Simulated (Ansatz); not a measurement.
# HfS4: the cost of one run

Method: DFT PBE, scalar-relativistic, plane waves, PAW, in Ansatz 0.2.0.

## (1) The starting structure

The structure is tetragonal, space group P4/mmm (No. 123). Conventional cell: a = 4.736 Å, b = 4.736 Å, c = 5.269 Å, α = 90.00°, β = 90.00°, γ = 90.00°. Hf (site symmetry 4/mmm) is surrounded by 8 S at 2.86 Å. S (site symmetry 2mm) has 1 S at 2.06 Å and 2 Hf at 2.86 Å as nearest neighbours.

As a file:

```cif
data_structure
_symmetry_space_group_name_H-M 'P4/mmm'
_symmetry_Int_Tables_number 123
_cell_length_a 4.7362
_cell_length_b 4.7362
_cell_length_c 5.2689
_cell_angle_alpha 90.000
_cell_angle_beta 90.000
_cell_angle_gamma 90.000
_cell_volume 118.19
loop_
_atom_site_label
_atom_site_type_symbol
_atom_site_symmetry_multiplicity
_atom_site_Wyckoff_symbol
_atom_site_fract_x
_atom_site_fract_y
_atom_site_fract_z
_atom_site_occupancy
Hf1 Hf 1 a 0.00000 0.00000 0.00000 1
S1 S 4 i 0.00000 0.50000 0.30475 1
```

The cell is invented: random cell by space group and Wyckoff sites (P4/mmm, No. 123). The dimensions are guesses.

## (2) A first look at the guess

Input file input.yaml:

```yaml
crystal:
  lattice:
    - [4.73616044, 0.0, 0.0]
    - [0.0, 4.73616044, 0.0]
    - [0.0, 0.0, 5.26889422]
  atoms:
    - { symbol: Hf, position: [0.0, 0.0, 0.0] }
    - { symbol: S, position: [0.0, 0.5, 0.30475215] }
    - { symbol: S, position: [0.5, 0.0, 0.30475215] }
    - { symbol: S, position: [0.0, 0.5, 0.69524785] }
    - { symbol: S, position: [0.5, 0.0, 0.69524785] }
basis:
  ecutwfc: 420
kpoints:
  mp_grid: { grid: [4, 4, 4] }
hamiltonian:
  xc: pbe
scf:
  occupations: { method: gaussian, width: 0.1 }
  lower_state_search: "off"
output:
  forces: true
  stress: true
  eigenvalues: true
```

Started as:

```sh
ansatz run input.yaml --threads 1 --pin off --max-ram 2048MiB --backend cpu --events-out ev --progress --plain --runs-dir out
```

**Question.** How long does this run take on 1 thread of Arm Neoverse V2, shared host, and how much memory does it need?

About 3 s, with a peak of 0.36 GiB.
